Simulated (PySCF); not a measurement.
# BeAs+: from the state search to spectroscopic constants

The task here is to estimate one member of a computed series from the others.

Method: Be def2-TZVP, As def2-TZVP, no relativity; program: PySCF 2.14.0.

Set-up of the first run:

The job is set up so:

```
atoms                         : Be, As
charge                        : 1
basis                         : Be def2-TZVP, As def2-TZVP
Hamiltonian                   : no relativity
basis functions               : 67
electrons treated             : 36
masses in u                   : 9.0122, 74.9216
levels                        : PBE0, PBE, r²SCAN, TPSSh, PW91, TPSS, HF, MP2, SCS-MP2, CCSD, CCSD(T)
grid                          : 80 radial by 434 angular points
occupations                   : held fixed by the projection of orbital angular momentum
dissociation limit            : Be+ + As, each in its ground configuration
starting distance in angstrom : 2.235
values of 2S to try           : 0, 2, 4
```

Run with:

```console
> OMP_NUM_THREADS=1 python dia.py task.json out
```

Among the steps run: The job; First curve: PBE0; Excited determinants; PBE; r²SCAN; TPSSh (hybrid meta-GGA); PW91 (GGA); TPSS; ROHF (mean field); MP2 and coupled cluster.

One of the session's tables, all rows but one given; the rest of the session is left out.

Differences from CCSD(T) in the same basis:

```
       level  Re (mÅ)  ωe (%)
        ROHF      -14    +1.5
    ROHF-MP2      -28    +9.9
ROHF-SCS-MP2        ?       ?
   ROHF-CCSD       -3    -0.8
         PBE      -27    +6.6
        PW91      -30    +7.0
        TPSS      -32    +7.3
      r²SCAN      -43   +10.4
       TPSSh      -37    +7.9
        PBE0      -39    +8.0
```

Q: Estimate the row for ROHF-SCS-MP2 from the others.

As computed: Re (mÅ): -12; ωe (%): +4.5. In the column «Re (mÅ)» it lies between ROHF (-14) and ROHF-CCSD (-3).

Hartree–Fock falls on the short and stiff side, its usual fault.
